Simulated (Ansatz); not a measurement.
# CH5ClFNSi: the cost of one run

All numbers below are computed with Ansatz 0.2.0 (RHF/def2-SVP).

### 1 Starting point

Bond lengths: F1–C2 1.402 Å, C2–N3 1.448 Å, N3–Si4 1.726 Å, Si4–Cl5 2.078 Å, C2–H6 1.089 Å, C2–H7 1.086 Å, N3–H8 1.046 Å, Si4–H9 1.413 Å, Si4–H10 1.487 Å. Angles (14 of 15 angles, heavy atoms first): F1–C2–N3 107.1°, C2–N3–Si4 121.4°, N3–Si4–Cl5 107.1°, F1–C2–H6 107.2°, F1–C2–H7 109.4°, N3–C2–H6 111.1°, N3–C2–H7 113.5°, C2–N3–H8 103.6°, Si4–N3–H8 103.2°, N3–Si4–H9 110.6°, N3–Si4–H10 104.5°, Cl5–Si4–H9 111.5°, Cl5–Si4–H10 106.8°, H6–C2–H7 108.3°.

Structure file:

```xyz
10

F     0.9987    0.8622    1.5267
C    -0.3400    0.6612    1.1609
N    -0.3822   -0.5261    0.3327
Si    0.3156   -0.5451   -1.2463
Cl   -0.8583    0.6775   -2.4480
H    -0.9077    0.5179    2.0794
H    -0.7156    1.5506    0.6633
H     0.2018   -1.2154    0.8608
H     1.6550   -0.0956   -1.2023
H     0.1160   -1.9385   -1.7243
```

### 2 Relaxing end A

Contents of input.yaml:

```yaml
crystal:
  periodic: [false, false, false]
  atoms:
    - { symbol: F, position_ang: [0.9987, 0.8622, 1.5267] }
    - { symbol: C, position_ang: [-0.34, 0.6612, 1.1609] }
    - { symbol: "N", position_ang: [-0.3822, -0.5261, 0.3327] }
    - { symbol: Si, position_ang: [0.3156, -0.5451, -1.2463] }
    - { symbol: Cl, position_ang: [-0.8583, 0.6775, -2.448] }
    - { symbol: H, position_ang: [-0.9077, 0.5179, 2.0794] }
    - { symbol: H, position_ang: [-0.7156, 1.5506, 0.6633] }
    - { symbol: H, position_ang: [0.2018, -1.2154, 0.8608] }
    - { symbol: H, position_ang: [1.655, -0.0956, -1.2023] }
    - { symbol: H, position_ang: [0.116, -1.9385, -1.7243] }
basis:
  gaussian: { orbitals: def2-SVP }
hamiltonian:
  xc: hf
relax:
  f_tol: 0.02
  max_steps: 50
```

Run with:

```
$ ansatz run input.yaml --threads 2 --pin off --max-ram 3072MiB --backend cpu --events-out ev --progress --plain --runs-dir out
```

What time and memory should one allow on 2 threads of Arm Neoverse V1, shared host?

About 44 s, with a peak of 0.2 GiB.
